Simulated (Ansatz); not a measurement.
# B2H7NSn, SMILES BN[BH][SnH3]: energies of removing a hydrogen

Computed with Ansatz 0.2.0, Python API.

The script, `b2h7nsn.py`:
```python
# -*- coding: utf-8 -*-
import ansatz as az
from ase import Atoms


def energy_of(molecule, charge=0, unpaired=0):
    calc = molecule.calculation().basis(gaussian="def2-SVPD").functional("b3lyp")
    if charge:
        calc = calc.charge(charge)
    if unpaired:
        calc = calc.spin("collinear", total=unpaired)
    report = calc.run(threads=1, backend="cpu").report
    if report["published_state_doubts"]:
        print("  doubts:", report["published_state_doubts"])
    return report["free_energy_ev"]

def without(molecule, index):
    rest = az.Crystal.molecule()
    for i, site in enumerate(molecule.cartesian_sites):
        if i != index:
            rest = rest.atom(site.symbol, site.position_ang)
    return rest


def main():
    atoms = Atoms(["B", "N", "B", "Sn", "H", "H", "H", "H", "H", "H", "H"], positions=[
        (-0.0807, 2.1594, -0.0173),
        (-0.8758, 0.9164, 0.3109),
        (-0.3331, -0.1896, -0.5724),
        (0.6756, -1.9681, 0.3881),
        (1.0134, 2.3189, 0.2404),
        (-0.6758, 3.0867, -0.6207),
        (-1.8411, 1.0471, 0.0256),
        (-0.3265, -0.11, -1.745),
        (1.147, -3.0704, -0.8082),
        (1.9662, -1.4834, 1.3972),
        (-0.6039, -2.7641, 1.422),
    ])
    mol = az.Crystal.molecule_from_ase(atoms)

    whole = energy_of(mol, 0)
    hydrogen = energy_of(az.Crystal.molecule().atom("H", (0, 0, 0)), 0, 1)
    print(f"E(molecule) = {whole:.5f} eV, E(H) = {hydrogen:.5f} eV")
    for index in [5, 6, 7]:
        radical = energy_of(without(mol, index), 0, 1)
        print(f"H{index}: homolysis {96.485332 * (radical + hydrogen - whole):.1f} kJ/mol")


if __name__ == "__main__":
    main()
```

```console
$ python b2h7nsn.py
E(molecule) = -8787.08987 eV, E(H) = -13.63995 eV
H5: homolysis 441.5 kJ/mol
H6: homolysis 367.0 kJ/mol
H7: homolysis 404.1 kJ/mol
```

Notes:
- The settings weren't tested for convergence.
- The geometry is a force-field or estimated start, not a minimum of this method, and the basis set is short of its limit. All parts are taken at fixed geometry, without zero-point energy.
- def2 sets replace the cores of elements past krypton by effective core potentials.
- b3lyp holds the VWN-RPA fit, as in Gaussian; the form of ORCA and Turbomole is b3lyp5.
- The spin-orbit lowering of heavy atoms is left out.
- Finished in 51 s on 1 thread of Arm Neoverse V2, with other jobs on the host, peak memory 0.45 GiB.
